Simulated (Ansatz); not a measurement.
A nudged elastic band was laid between two geometries of a periodic cell of 17 atoms, CuSi16 (host Si, host structure diamond, interstitial Cu), cell charge +1.

These are results of DFT PBE, scalar-relativistic, plane waves, PAW (Ansatz), not measurements. Settings: PAW set soft_1, cutoff 420 eV, k mesh 2x2x2, gaussian smearing 0.02 eV, no spin polarisation.

```yaml
movable_images: 3
climbing_image: yes
spring: 5.0 eV/Å²
optimiser: quadratic models (default)
start_path: IDPP
force_threshold: 0.03 eV/Å
iteration_limit: 79
end_points: relaxed
```

Initial state:

```xyz
17
Lattice="0.0000 5.4300 5.4300 5.4300 0.0000 5.4300 5.4300 5.4300 0.0000" Properties=species:S:1:pos:R:3
Si 0.071 0.001 -0.006
Si 1.405 1.318 1.422
Si 2.724 2.665 0.009
Si 3.956 4.210 1.229
Si 2.775 -0.056 2.748
Si 4.084 1.400 4.027
Si 5.295 2.856 2.572
Si 6.745 4.074 4.032
Si 0.041 2.663 2.762
Si 1.403 4.000 4.112
Si 2.715 5.425 2.771
Si 4.133 6.740 4.122
Si 2.774 2.676 5.484
Si 4.117 4.015 6.841
Si 5.456 5.365 5.493
Si 6.742 6.828 6.787
Cu 6.654 6.958 9.346
```

Final state:

```xyz
17
Lattice="0.0000 5.4300 5.4300 5.4300 0.0000 5.4300 5.4300 5.4300 0.0000" Properties=species:S:1:pos:R:3
Si -0.052 -0.052 0.052
Si 1.299 1.298 1.390
Si 2.670 2.670 0.066
Si 4.026 4.026 1.404
Si 2.758 -0.002 2.674
Si 4.041 1.300 4.132
Si 5.366 2.672 2.763
Si 6.786 4.017 4.076
Si -0.001 2.758 2.674
Si 1.300 4.041 4.132
Si 2.672 5.365 2.763
Si 4.018 6.786 4.076
Si 2.759 2.759 5.435
Si 4.214 4.213 6.649
Si 5.560 5.560 5.308
Si 6.790 6.789 6.849
Cu 8.303 8.302 7.999
```

Q: Which bonds break or form, and what moves?

A: Contacts lost: Si1–Cu17, Si3–Cu17, Si6–Cu17, Si7–Cu17, Si11–Cu17. Contacts made: Si5–Cu17, Si9–Cu17, Si13–Cu17, Si14–Cu17. The atom that moves furthest is Cu17, by 2.52 Å; four of its nearest neighbours are Si7 2.33, Si3 2.42, Si11 2.43, Si1 2.44 Å at the first end and Si14 2.33, Si12 2.43, Si8 2.43, Si16 2.43 Å at the last.

Q: Give the energies along the band, and the barrier.

A: It converged. The highest image is number 1 of 0 to 4, 0.043 eV above the ends, which have the same energy within 2 meV. A structure lower than the last end lies on the path between it and the top, so the climb from that side starts below the end, which may itself be a saddle point or a shallow side well. By the program's own check the climbing image is of a kind that is not told: the force calls were inconclusive, a negative curvature could not be distinguished from the path's own, the only one lies far off the path, or fixed occupations may fill a level only in part (lowest curvatures found: -0.34 and 0.86 eV/Å²). Limits of this set-up: coarse k mesh, a small cell, in which the defect meets its images, charged cell in a uniform background, uncorrected.

```json
{"image": "0", "path coordinate (Å)": "0.00", "energy (eV)": "0.000", "Si1–Cu17 (Å)": "2.44", "Si3–Cu17 (Å)": "2.42", "Si6–Cu17 (Å)": "2.58"}
{"image": "1", "path coordinate (Å)": "1.20", "energy (eV)": "0.043", "Si1–Cu17 (Å)": "3.30", "Si3–Cu17 (Å)": "2.37", "Si6–Cu17 (Å)": "3.51"}
{"image": "2", "path coordinate (Å)": "1.90", "energy (eV)": "-0.005", "Si1–Cu17 (Å)": "4.08", "Si3–Cu17 (Å)": "2.48", "Si6–Cu17 (Å)": "4.07"}
{"image": "3", "path coordinate (Å)": "2.61", "energy (eV)": "0.002", "Si1–Cu17 (Å)": "4.52", "Si3–Cu17 (Å)": "2.58", "Si6–Cu17 (Å)": "4.48"}
{"image": "4", "path coordinate (Å)": "3.31", "energy (eV)": "0.000", "Si1–Cu17 (Å)": "4.59", "Si3–Cu17 (Å)": "2.94", "Si6–Cu17 (Å)": "4.32"}
```

Q: What is the geometry of the highest image?

A: 
```xyz
17
Lattice="0.0000 5.4300 5.4300 5.4300 0.0000 5.4300 5.4300 5.4300 0.0000" Properties=species:S:1:pos:R:3
Si 0.118 0.096 -0.117
Si 1.377 1.397 1.378
Si 2.780 2.749 0.104
Si 4.184 4.223 1.256
Si 2.646 0.016 2.782
Si 4.051 1.393 4.055
Si 5.327 2.739 2.651
Si 6.728 4.118 4.138
Si -0.016 2.646 2.768
Si 1.387 4.025 4.040
Si 2.738 5.352 2.684
Si 4.140 6.728 4.173
Si 2.656 2.644 5.443
Si 3.915 3.942 6.940
Si 5.282 5.243 5.568
Si 6.685 6.720 6.717
Cu 7.445 7.447 8.844
```

The band took 16 iterations and of the order of 11 core-minutes.

Time of the run: 11 min on 1 thread of Arm Neoverse V1, with other jobs on the host, peak memory 0.81 GiB.
